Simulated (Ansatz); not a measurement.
# CBBr3O: the cost of one run

Method: the levels named in each step, in Ansatz 0.2.0.

## (1) The structure to begin with

Bond lengths: Br1–B2 1.885 Å, B2–Br3 1.874 Å, B2–Br4 1.879 Å, C5–O6 1.126 Å. Angles: Br1–B2–Br3 119.9°, Br1–B2–Br4 119.7°, Br3–B2–Br4 120.2°.

Coordinates:

```xyz
6

Br   -0.5711    0.2333   -1.7252
B    -0.2286   -0.1422    0.0904
Br    0.3697   -1.8452    0.5958
Br   -0.6413    1.1411    1.3991
C     2.2059    0.9647   -0.4252
O     2.7073    1.7229   -1.0890
```

## (2) A rough first relaxation, PBE-D4/def2-SVP

This run stands in another session on the same molecule. It ended at:

```xyz
6

Br   -0.8686    0.0664   -1.7200
B    -0.4206   -0.2509    0.1134
Br    0.2310   -1.9607    0.6564
Br   -0.6682    1.1366    1.4068
C     2.4836    1.1076   -0.5885
O     3.0846    1.9756   -1.0222
```

## (3) Relaxation, HF/STO-3G

Contents of input.yaml:

```yaml
crystal:
  periodic: [false, false, false]
  atoms:
    - { symbol: Br, position_ang: [-0.86859133, 0.06642334, -1.71998968] }
    - { symbol: B, position_ang: [-0.42057225, -0.25088361, 0.11344843] }
    - { symbol: Br, position_ang: [0.23101819, -1.96074576, 0.65640412] }
    - { symbol: Br, position_ang: [-0.66819461, 1.13663968, 1.40677462] }
    - { symbol: C, position_ang: [2.48360325, 1.1076065, -0.58851524] }
    - { symbol: O, position_ang: [3.08460674, 1.97556986, -1.02215225] }
basis:
  gaussian: { orbitals: STO-3G }
hamiltonian:
  xc: hf
relax:
  f_tol: 0.002
  max_steps: 150
```

The run is started by

```
ansatz run input.yaml --threads 4 --pin off --max-ram 10240MiB --backend cpu --events-out ev --progress --plain --runs-dir out
```

**Question.** How long does this run take on 4 threads of Intel Xeon at 2.50GHz (Skylake/Cascade Lake), shared host, and how much memory does it need?

About 44 s, with a peak of 0.2 GiB.
